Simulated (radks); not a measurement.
# Taking charge from the 2s level of Cl in fractions

An exercise on one series of results from a longer session: the logs are not shown, and one member is left open.

Program: radks (a radial shooting solver on a logarithmic mesh, Libxc functionals) version 1. Level of theory: non-relativistic Kohn-Sham, PBE, spin-polarised, spherical densities, point nucleus; open shells are filled with parallel spins first. These are calculated values, not measurements, unless marked.

### The atom as given

* element: chlorine (Z = 17)
* charge: 0
* electrons: 17
* configuration: [He] 2s(up 1, down 1) 2p6 3s2 3p5

A shell typed twice in an input gives spin up, then spin down.

Set-up of the first run:

Settings of this run:

```text
Z 17
configuration [He] 2s1 2s1 2p6 3s2 3p5
relativity non-relativistic
functional pbe,pbe
spin polarised
nucleus point
```

Steps of the session up to this table: Start: [He] 2s(up 1, down 1) 2p6 3s2 3p5.

One of the session's tables, all rows but one given; the rest of the session is left out.

It belongs to the step «Start: [He] 2s(up 1, down 1) 2p6 3s2 3p5». Radial moments (bohr):

```
  level     <r>  outermost maximum (interpolated)  90 % within  nodes
  2s up  0.4464                             0.364        0.698      1
2s down  0.4463                             0.364        0.698      1
  2p up  0.4076                             0.302        0.677      0
2p down  0.4076                             0.302        0.676      0
  3s up   1.539                              1.29         2.34      2
3s down   1.545                              1.29         2.35      2
  3p up       ?                                 ?            ?      ?
3p down   1.860                              1.43         2.97      1
```

Estimate the missing values for 3p up.

The run gave: <r>: 1.831; outermost maximum (interpolated): 1.43; 90 % within: 2.90; nodes: 1. In the column «<r>» it lies between 3s down (1.545) and 3p down (1.860).
